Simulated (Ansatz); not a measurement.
The system is SiNi2.

```
Ni Si
1.0
     4.79040    0.00000    0.00000
     0.00000    3.72000    0.00000
     0.00000    0.00000    7.03000
Ni Si
8 4
Direct
  0.32500 0.75000 0.93700
  0.67500 0.25000 0.06300
  0.17500 0.25000 0.43700
  0.82500 0.75000 0.56300
  0.45800 0.75000 0.29700
  0.54200 0.25000 0.70300
  0.04200 0.25000 0.79700
  0.95800 0.75000 0.20300
  0.78600 0.75000 0.88600
  0.21400 0.25000 0.11400
  0.71400 0.25000 0.38600
  0.28600 0.75000 0.61400
```

The cell isn't the ideal one: strained by -4 %.

```yaml
Program: Ansatz 0.2.0
Task: relaxation of the atoms
Functional: PBE
Potentials_or_basis: Ansatz PAW
Cutoff: "420 eV (not typed: the program's choice for these potentials)"
k_mesh: 5 × 5 × 3
Occupations: fermi-dirac, width 0.05 eV
Spin: collinear spin, ferromagnetic start
Starting_moments: "[1.0, 1.0, 1.0, 1.0, 1.0, 1.0, 1.0, 1.0, 0.0, 0.0, 0.0, 0.0] μB"
```

At the start: volume 10.44 Å³/atom.

Task: Where does the relaxation end?

Result: Over 5 steps the energy falls by 6.9 meV/atom; space group Pnma (No. 62, to 0.05 Å); moment 0.00 μB per cell.

Step by step:
| step | energy change (eV) | largest force (eV/Å) |
| --- | --- | --- |
| 1 | 0.0000 | 0.3328 |
| 2 | -0.0417 | 0.2501 |
| 3 | -0.0812 | 0.0219 |
| 4 | -0.0819 | 0.0122 |
| 5 | -0.0823 | 0.0012 |

Final structure:
```
Ni Si
1.0
     4.79040    0.00000    0.00000
     0.00000    3.72000    0.00000
     0.00000    0.00000    7.03000
Ni Si
8 4
Direct
  0.32611 0.75000 0.94069
  0.67389 0.25000 0.05931
  0.17389 0.25000 0.44069
  0.82611 0.75000 0.55931
  0.45515 0.75000 0.29040
  0.54485 0.25000 0.70960
  0.04485 0.25000 0.79040
  0.95515 0.75000 0.20960
  0.79765 0.75000 0.88637
  0.20235 0.25000 0.11363
  0.70235 0.25000 0.38637
  0.29765 0.75000 0.61363
```

Caveat: the starting moments weren't kept; the thresholds are loose for stress.
